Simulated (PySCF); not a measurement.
# F6Rh ([RhF6]2-): the cost of one run

Computed with PySCF 2.14.0 and routines of our own; the level stands in each step. Atoms count from 0.

## 1. The starting structure

7 atoms, charge -2, states of the metal's open shell are computed; geometry from: model geometry, bond lengths from ionic radii.

## 2. Ligand-field states: state-averaged CASSCF in water

The job: settings as JSON, then the geometry in Å.

```
{"job": {"kind": "lf", "basis": {"metal": "x2c-TZVPall", "ligand": "x2c-SVPall"}, "nevpt": true, "solvent": "water"}, "charge": -2, "metal": "Rh", "open_shell": "d5"}
Rh     0.000000     0.000000     0.000000
F      1.343503    -0.775672     1.096966
F      0.000000     1.551343     1.096966
F     -1.343503    -0.775672     1.096966
F      1.343503     0.775672    -1.096966
F     -1.343503     0.775672    -1.096966
F     -0.000000    -1.551343    -1.096966
```

With the program's defaults for keys left out, this is: state-averaged CASSCF of the metal d shell, SC-NEVPT2 on the averaged canonical orbitals, state-interaction spin-orbit coupling.

Run with:

```sh
OMP_NUM_THREADS=1 python lf_run.py task.json out
```

This one command runs all jobs of the session in turn.

**Question.** How long does this first job take on 1 thread of Arm Neoverse N1, shared host, and how much memory does it need?

About 37 s, with a peak of 0.35 GiB.
